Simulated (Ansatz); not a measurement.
I need a ladder of methods at one geometry of CH5Al2F, SMILES [CH3][AlH][AlH][F]. Use Ansatz 0.2.0 through its Python package. Use (for the species named): CAM-B3LYP, cc-pVDZ basis, multiplicity 1. The script varies functional: cam_b3lyp, r2scan, lc_wpbe, pbe.

Input file `ch5al2f.xyz`:
```text
9

C    -0.07100    0.81200   -1.48090
Al   -0.46230   -0.68530   -0.27780
Al    0.39960   -0.63520    2.02920
F     1.45300    0.79570    2.61020
H    -0.58720    0.65330   -2.49590
H    -0.55400    1.79320   -1.05280
H     1.00100    0.99170   -1.61890
H    -1.26040   -1.92180   -0.79840
H     0.16960   -1.84990    3.06820
```

The script, `methods_ch5al2f.py`:
```python
from pathlib import Path

import ansatz
import numpy as np

BASIS = "cc-pVDZ"


def main() -> None:
    molecule = ansatz.Crystal.molecule_from_extxyz("ch5al2f.xyz")

    setup = molecule.calculation().basis(gaussian=BASIS)

    print("functional    E (Ha)        dipole (D)   HOMO (eV)  LUMO (eV)")
    for name in ["cam_b3lyp", "r2scan", "lc_wpbe", "pbe"]:
        r = setup.functional(name).forces().orbitals().run(threads=1, runs_dir="runs").report
        lines = Path(r["orbitals_path"]).read_text().splitlines()
        field_of = lambda key: [line.split("=")[1].strip() for line in lines if line.startswith(key)]
        orbitals = [(27.211386 * float(e), s, float(n)) for e, s, n in zip(field_of("Ene="), field_of("Spin="), field_of("Occup="))]
        homo = max(e for e, _, n in orbitals if n > 0.5)
        lumo = min(e for e, _, n in orbitals if n < 0.5)
        dipole = 4.803205 * np.linalg.norm(r["charge_distribution"]["dipole_moment_e_ang"])
        print(f"{name:10s} {r['free_energy_ev'] / 27.211386246:14.6f} {dipole:9.3f} {homo:11.3f} {lumo:10.3f}")


if __name__ == "__main__":
    main()
```

Running `python methods_ch5al2f.py` prints:
```text
functional    E (Ha)        dipole (D)   HOMO (eV)  LUMO (eV)
cam_b3lyp     -625.797602     2.385      -8.316     -1.852
r2scan        -625.719159     2.288      -6.213     -3.442
lc_wpbe       -625.593864     2.330      -9.592     -0.840
pbe           -625.408567     2.216      -5.943     -3.569
```

Caveats:
- Total energies depend on the basis set; only differences at equal settings carry meaning.
- The geometry is a force-field or estimated start, not a minimum of this method, and the basis set is short of its limit. A lower total doesn't mark the better method: functionals have no common bound, and MP2 and coupled cluster aren't variational.
- Levels such as HOMO and LUMO are orbital energies: with these approximate functionals they aren't the ionisation energy and electron affinity, and their gap isn't the fundamental gap.
- For Al to Cl the sets with a tight d function, cc-pV(X+d)Z, are usual.
- It ran for 9.1 s on 1 thread of Intel(R) Xeon(R) Processor @ 2.30GHz, with other jobs on the host, peak memory 0.3 GiB.
